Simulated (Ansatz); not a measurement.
# CH6BIn: one structure at several levels

The atoms stand at a structure displaced at random from a GFN2-xTB minimum. How far do the functionals agree with CCSD(T) there?

Computed with Ansatz 0.2.0, Gaussian basis. Level: single points in def2-TZVPP.

Cores are frozen in the correlated methods. Filled d shells of the heavier atoms are correlated. Core potentials replace the inner electrons past krypton, and spin-orbit coupling is left out.

### Step 1. Starting geometry

SMILES `[BH2][InH][CH3]`, 9 atoms, charge 0, spin multiplicity 1.

Atoms are counted from 1 here; the program's logs count them from 0.

Bond lengths: B1–In2 2.371 Å, B1–H4 1.203 Å, B1–H5 1.146 Å, In2–C3 2.276 Å, In2–H6 1.845 Å, C3–H7 1.166 Å, C3–H8 1.132 Å, C3–H9 1.104 Å. Angles: In2–B1–H4 118.6°, In2–B1–H5 122.2°, H4–B1–H5 119.2°, B1–In2–C3 125.8°, B1–In2–H6 121.2°, C3–In2–H6 113.0°, In2–C3–H7 111.0°, In2–C3–H8 110.5°, In2–C3–H9 112.3°, H7–C3–H8 106.8°, H7–C3–H9 107.0°, H8–C3–H9 109.0°.

Coordinates:

```
B    -2.0668    0.5056   -1.0250
In   -0.3385    0.3665    0.5915
C     1.6907   -0.6197    0.2907
H    -2.8249   -0.4221   -1.1382
H    -2.1840    1.4118   -1.7174
H    -0.5374    1.1077    2.2689
H     2.5534    0.0876    0.6290
H     1.8626   -0.8447   -0.8049
H     1.7932   -1.5541    0.8696
```

### Step 2. CCSD(T)/def2-TZVPP

The input, run/in.yaml:

```yaml
crystal:
  periodic: [false, false, false]
  atoms:
    - {symbol: B, position_ang: [-2.066800, 0.505600, -1.025000]}
    - {symbol: In, position_ang: [-0.338500, 0.366500, 0.591500]}
    - {symbol: C, position_ang: [1.690700, -0.619700, 0.290700]}
    - {symbol: H, position_ang: [-2.824900, -0.422100, -1.138200]}
    - {symbol: H, position_ang: [-2.184000, 1.411800, -1.717400]}
    - {symbol: H, position_ang: [-0.537400, 1.107700, 2.268900]}
    - {symbol: H, position_ang: [2.553400, 0.087600, 0.629000]}
    - {symbol: H, position_ang: [1.862600, -0.844700, -0.804900]}
    - {symbol: H, position_ang: [1.793200, -1.554100, 0.869600]}
basis:
  gaussian: {orbitals: def2-TZVPP}
correlation: {method: ccsd_t}
output: {forces: true}
```

No record of the launch command was kept for these runs.

### Step 3. PBE0-D4/def2-TZVPP

run/in.yaml: that of step 2 with these lines changed.

```diff
@@ -14,3 +14,3 @@
   gaussian: {orbitals: def2-TZVPP}
-correlation: {method: ccsd_t}
-output: {forces: true}
+hamiltonian: {xc: pbe0, dispersion: d4}
+output: {forces: true, orbitals: {seedname: orbitals}}
```

### Step 4. wB97M-V/def2-TZVPP

run/in.yaml: that of step 3 with these lines changed.

```diff
@@ -14,3 +14,3 @@
   gaussian: {orbitals: def2-TZVPP}
-hamiltonian: {xc: pbe0, dispersion: d4}
-output: {forces: true, orbitals: {seedname: orbitals}}
+hamiltonian: {xc: {name: wB97M-V}}
+output: {forces: true}
```

### Step 5. r2SCAN-D4/def2-TZVPP

run/in.yaml: that of step 4 with these lines changed.

```diff
@@ -14,3 +14,3 @@
   gaussian: {orbitals: def2-TZVPP}
-hamiltonian: {xc: {name: wB97M-V}}
+hamiltonian: {xc: r2scan, dispersion: d4}
 output: {forces: true}
```

### Step 6. PBE-D4/def2-TZVPP

run/in.yaml: that of step 5 with these lines changed.

```diff
@@ -14,3 +14,3 @@
   gaussian: {orbitals: def2-TZVPP}
-hamiltonian: {xc: r2scan, dispersion: d4}
+hamiltonian: {xc: pbe, dispersion: d4}
 output: {forces: true}
```

### Step 7. BHLYP-D4/def2-TZVPP

run/in.yaml: that of step 6 with these lines changed.

```diff
@@ -14,3 +14,3 @@
   gaussian: {orbitals: def2-TZVPP}
-hamiltonian: {xc: pbe, dispersion: d4}
+hamiltonian: {xc: {name: BHLYP}, dispersion: d4}
 output: {forces: true}
```

### Step 8. CAM-B3LYP-D4/def2-TZVPP

run/in.yaml: that of step 7 with these lines changed.

```diff
@@ -14,3 +14,3 @@
   gaussian: {orbitals: def2-TZVPP}
-hamiltonian: {xc: {name: BHLYP}, dispersion: d4}
+hamiltonian: {xc: {name: CAM-B3LYP}, dispersion: d4}
 output: {forces: true}
```

(Steps that only read results are left out.)

What does the calculation give? Wanted: energy less free atoms, CCSD(T)/def2-TZVPP; RMS force component; RMS force error; HOMO and LUMO, PBE0-D4; T1 diagnostic.

**Answer**, as computed:

| quantity | value |
| --- | --- |
| energy less free atoms, CCSD(T)/def2-TZVPP | -2603.3 kJ/mol |
| RMS force component | 0.702 to 0.775 eV/Å over the methods |
| RMS force error | PBE0-D4 0.028, wB97M-V 0.054, r2SCAN-D4 0.043, PBE-D4 0.116, BHLYP-D4 0.150, CAM-B3LYP-D4 0.053 eV/Å |
| HOMO and LUMO, PBE0-D4 | -6.93 and -2.28 eV |
| T1 diagnostic | 0.014 |

In words: Against CCSD(T) the functionals' energies less atoms differ by -62.4 to -9.5 kJ/mol, PBE-D4 by -62.4 kJ/mol. A larger basis would deepen the CCSD(T) value, while the functionals are nearly converged already, so the order here is not reliable. The forces of PBE0-D4 come nearest to CCSD(T), those of BHLYP-D4 are farthest. Frozen-core CCSD(T) forces in triple zeta carry basis errors of their own, and this is one geometry, so small gaps rank nothing.
